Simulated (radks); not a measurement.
**Be³⁺ in 2p1: an all-electron calculation**

One table from this session's results is given with a row withheld; the runs are named, their logs left out.

The numbers are computed with radks (a radial shooting solver on a logarithmic mesh, Libxc functionals) version 1 (non-relativistic Kohn-Sham, r2SCAN, spin-unpolarised, spherical densities, point nucleus), except any that are marked as measured or tabulated.

### The system

```
element       : beryllium (Z = 4)
charge        : +3
electrons     : 1
configuration : 2p1
```

Outer shells as boxes (Hund's rule):

Be³⁺
```
2p [↑ ][  ][  ]
```

The first run:

Input:

```text
Z 4
configuration 2p1
relativity non-relativistic
functional r2scan,r2scan
spin unpolarised
nucleus point
```

One table of the session follows, with a row left open; its other results are not shown here.

It belongs to the step «Orbitals and density». The radial density on a logarithmic grid:

| r (bohr) | 4πr²ρ (e/bohr) |
| --- | --- |
| 0.0467 | 0.0001504 |
| 0.0618 | 0.0004340 |
| 0.0818 | 0.001229 |
| 0.108 | 0.003390 |
| 0.143 | 0.009043 |
| 0.190 | 0.02307 |
| 0.251 | 0.05546 |
| 0.332 | 0.1234 |
| 0.443 | 0.2528 |
| 0.586 | 0.4426 |
| 0.775 | ? |
| 1.03 | 0.7521 |
| 1.36 | 0.6404 |
| 1.79 | 0.3615 |
| 2.37 | 0.1185 |
| 3.14 | 0.01906 |
| 4.16 | 0.001216 |

**Question.** Estimate the row for r (bohr) = 0.775.

Worked estimate for «4πr²ρ (e/bohr)». A straight line through the neighbours (0.586, 0.4426) and (1.03, 0.7521) gives 0.4426 + (0.7521 − 0.4426) × (0.775 − 0.586) / (1.03 − 0.586) = 0.5743; a parabola fitted to 4 rows on both sides gives 0.6385.

The run gave: 4πr²ρ (e/bohr): 0.6482. In «4πr²ρ (e/bohr)» the line misses by -0.0739 and the parabola by -0.0097.
